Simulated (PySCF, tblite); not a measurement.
# ClH₁₁OSi₅: geometry, infrared bands and NMR shifts

Wanted: the infrared bands and NMR shifts of ClH₁₁OSi₅ (`[SiH3]O[SiH2][Si]([SiH3])([SiH3])Cl`), by calculation.

Programs: tblite 0.8.0 and PySCF 2.14.0, with density-fitted response routines of our own. Each step states its level of theory. These are calculated values for one molecule in the gas phase, unless marked as measured. Atoms are numbered from 0 throughout.

### Step 1. The molecule as given

18 atoms, charge 0, multiplicity 1; geometry from: force field or distance geometry start.

Bonds of the start (Å): Si0–O1 1.70, O1–Si2 1.69, Si2–Si3 2.22, Si3–Si4 2.21, Si3–Si5 2.22, Si3–Cl6 2.12, Si0–H7 1.47, Si0–H8 1.46, Si0–H9 1.48, Si2–H10 1.47, Si2–H11 1.48, Si4–H12 1.45, Si4–H13 1.48, Si4–H14 1.48, Si5–H15 1.47, Si5–H16 1.47, Si5–H17 1.47.

### Step 2. Geometry optimisation with GFN2-xTB

Job settings and geometry (Å):

```
{"job": {"kind": "relax", "xc": "GFN2-xTB", "basis": "xTB"}, "charge": 0, "multiplicity": 1}
Si    -2.915600    -0.313100    -0.020700
O     -1.741300    -1.039100    -1.014200
Si    -0.366900    -1.619700    -0.212600
Si     0.968700    -0.063000     0.640400
Si    -0.000600     1.909700     0.403400
Si     2.977500    -0.096900    -0.315500
Cl     1.230000    -0.404700     2.711800
H     -2.258900     0.309200     1.135700
H     -3.963800    -1.234800     0.408100
H     -3.506600     0.779600    -0.816500
H     -0.652100    -2.648500     0.801000
H      0.455600    -2.336600    -1.218900
H     -0.756300     1.916300    -0.836200
H      1.071600     2.923200     0.432800
H     -0.840500     2.188700     1.591700
H      3.630000    -1.410600    -0.242300
H      2.835000     0.320200    -1.714400
H      3.825600     0.826400     0.460600
```

The run is started by

```bash
$ OMP_NUM_THREADS=1 python probes_run.py task.json out
```

One launch serves the whole session: the jobs run in the order shown.

**Question.** This job is followed by: GFN2-xTB harmonic vibrations, gas phase; GIAO PBE0/pcSseg-1 NMR shielding, non-relativistic, gas phase. What will the session give for the following? strongest single infrared mode (GFN2-xTB); zero-point energy (GFN2-xTB); ¹H shifts against TMS (PBE0/pcSseg-1, means over atoms taken as alike); ²⁹Si shifts against TMS (PBE0/pcSseg-1, means over atoms taken as alike); ¹⁷O shifts against H2O (PBE0/pcSseg-1); ³⁵Cl shifts against HCl (PBE0/pcSseg-1); surface potential, 1st and 99th percentile.

**Answer**, as computed:

```
                                                                quantity                            value
                               strongest single infrared mode (GFN2-xTB)             744 cm⁻¹, 886 km/mol
                                            zero-point energy (GFN2-xTB)                    58.5 kcal/mol
  ¹H shifts against TMS (PBE0/pcSseg-1, means over atoms taken as alike)             5.73, 4.99, 3.87 ppm
²⁹Si shifts against TMS (PBE0/pcSseg-1, means over atoms taken as alike)  -27.3, -28.7, -42.3, -102.1 ppm
                                  ¹⁷O shifts against H2O (PBE0/pcSseg-1)                         -3.9 ppm
                                 ³⁵Cl shifts against HCl (PBE0/pcSseg-1)                         -116 ppm
                                   surface potential, 1st and 99th percentile               -0.58 V and 1.42 V
```

What this shows: Over 213 steps the energy fell by 1.146 eV; of the close pairs, Si3–Si4 changed most, 2.211 to 2.358 Å. The lowest mode is imaginary (43i cm⁻¹), so the xTB geometry is not a minimum. The strongest single mode, at 744 cm⁻¹, has its largest shares on H17, H16, H12 and H13 (the list is cut at 4 atoms). GFN2-xTB is a fitted tight-binding method: band positions and strengths are rough. Its intensities can rank the bands wrongly. At PBE0/pcSseg-1: Shielding is most anisotropic at Si3 (span 177 ppm, paramagnetic term -504 ppm). At PBE0/pcSseg-1, counted by nearest atom on the grid, the HOMO lies on Si3 21 %; Cl6 21 %, the LUMO on Si3 30 %; Si2 11 %.
